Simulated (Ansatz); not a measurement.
**Si₂Ge₄H₁₂: how energies converge with the basis set**

An exercise on one series of results from a longer session: the logs are not shown, and one member is left open.

Method: one geometry, several basis sets; program: Ansatz 0.2.0, Gaussian basis.

Plan: PBE0-D4/def2-SVP; ωB97M-V/def2-SVP; ωB97M-V/def2-QZVPP; the functionals' def2-TZVPP values are taken from earlier runs.

1 further run of the same task is left out (for a known fault of the program).

### The geometry

An earlier PBE0-D4 in a triple-zeta def2 set relaxation fixed the geometry.

18 atoms, charge 0, spin multiplicity 1.

Atoms are counted from 1 here; the program's logs count them from 0.

Bond lengths: Si1–Si2 2.337 Å, Si1–Ge6 2.386 Å, Si1–H7 1.490 Å, Si1–H8 1.489 Å, Si2–Ge3 2.386 Å, Si2–H9 1.490 Å, Si2–H10 1.489 Å, Ge3–Ge4 2.433 Å, Ge3–H11 1.541 Å, Ge3–H12 1.541 Å, Ge4–Ge5 2.425 Å, Ge4–H13 1.540 Å, Ge4–H14 1.541 Å, Ge5–Ge6 2.433 Å, Ge5–H15 1.541 Å, Ge5–H16 1.540 Å, Ge6–H17 1.541 Å, Ge6–H18 1.541 Å. Angles: Si2–Si1–Ge6 108.3°, Si2–Si1–H7 108.7°, Si2–Si1–H8 112.3°, Ge6–Si1–H7 108.8°, Ge6–Si1–H8 110.3°, H7–Si1–H8 108.3°, Si1–Si2–Ge3 108.3°, Si1–Si2–H9 108.8°, Si1–Si2–H10 112.3°, Ge3–Si2–H9 108.8°, Ge3–Si2–H10 110.3°, H9–Si2–H10 108.3°, Si2–Ge3–Ge4 110.3°, Si2–Ge3–H11 109.6°, Si2–Ge3–H12 110.1°, Ge4–Ge3–H11 109.4°, Ge4–Ge3–H12 109.3°, H11–Ge3–H12 108.0° and more.

Geometry (Å):

```
Si    0.3074   -1.9696    0.8974
Si    2.0771   -0.5086    0.4582
Ge    1.6254    0.6204   -1.5949
Ge   -0.7535    1.0860   -1.7981
Ge   -1.6648    1.4261    0.4229
Ge   -1.5637   -0.6831    1.6306
H    -0.0588   -2.6712   -0.3652
H     0.6609   -2.9965    1.9164
H     2.1501    0.4989    1.5537
H     3.3871   -1.2131    0.3840
H     2.0793   -0.2566   -2.7776
H     2.4114    1.9441   -1.6563
H    -0.9942    2.3022   -2.7117
H    -1.4498   -0.1331   -2.4335
H    -0.7960    2.4661    1.1568
H    -3.1092    1.9584    0.3777
H    -1.4390   -0.4040    3.1407
H    -2.8698   -1.4666    1.3988
```

The first run:

in.yaml reads:

```yaml
crystal:
  periodic: [false, false, false]
  atoms:
    - {symbol: Si, position_ang: [0.307434, -1.969551, 0.897392]}
    - {symbol: Si, position_ang: [2.077143, -0.508557, 0.458204]}
    - {symbol: Ge, position_ang: [1.625442, 0.620445, -1.594891]}
    - {symbol: Ge, position_ang: [-0.753463, 1.086001, -1.798121]}
    - {symbol: Ge, position_ang: [-1.664806, 1.426135, 0.422932]}
    - {symbol: Ge, position_ang: [-1.563673, -0.683076, 1.630593]}
    - {symbol: H, position_ang: [-0.058817, -2.671203, -0.365170]}
    - {symbol: H, position_ang: [0.660883, -2.996513, 1.916420]}
    - {symbol: H, position_ang: [2.150052, 0.498893, 1.553741]}
    - {symbol: H, position_ang: [3.387128, -1.213135, 0.384041]}
    - {symbol: H, position_ang: [2.079262, -0.256558, -2.777564]}
    - {symbol: H, position_ang: [2.411391, 1.944121, -1.656278]}
    - {symbol: H, position_ang: [-0.994167, 2.302160, -2.711717]}
    - {symbol: H, position_ang: [-1.449841, -0.133118, -2.433537]}
    - {symbol: H, position_ang: [-0.795980, 2.466070, 1.156805]}
    - {symbol: H, position_ang: [-3.109180, 1.958447, 0.377664]}
    - {symbol: H, position_ang: [-1.438989, -0.403985, 3.140693]}
    - {symbol: H, position_ang: [-2.869831, -1.466598, 1.398792]}
basis:
  gaussian: {orbitals: def2-SVP}
hamiltonian: {xc: pbe0, dispersion: d4}
output: {orbitals: {seedname: orbitals}}
```

Among the steps run: PBE0-D4 in def2-SVP; ωB97M-V in def2-SVP; ωB97M-V in def2-QZVPP.

One table of the session follows, with a row left open; its other results are not shown here.

It belongs to the step «Density functionals: the series». 

| functional | basis | HOMO (eV) |
| --- | --- | --- |
| PBE0-D4 | def2-SVP | -7.56 |
| PBE0-D4 | def2-TZVPP | ? |
| ωB97M-V | def2-SVP | -9.44 |
| ωB97M-V | def2-TZVPP | -9.45 |
| ωB97M-V | def2-QZVPP | -9.45 |

Estimate the missing values for PBE0-D4, def2-TZVPP.

**Answer.** HOMO (eV): -7.54. In the column «HOMO (eV)» it is the highest.
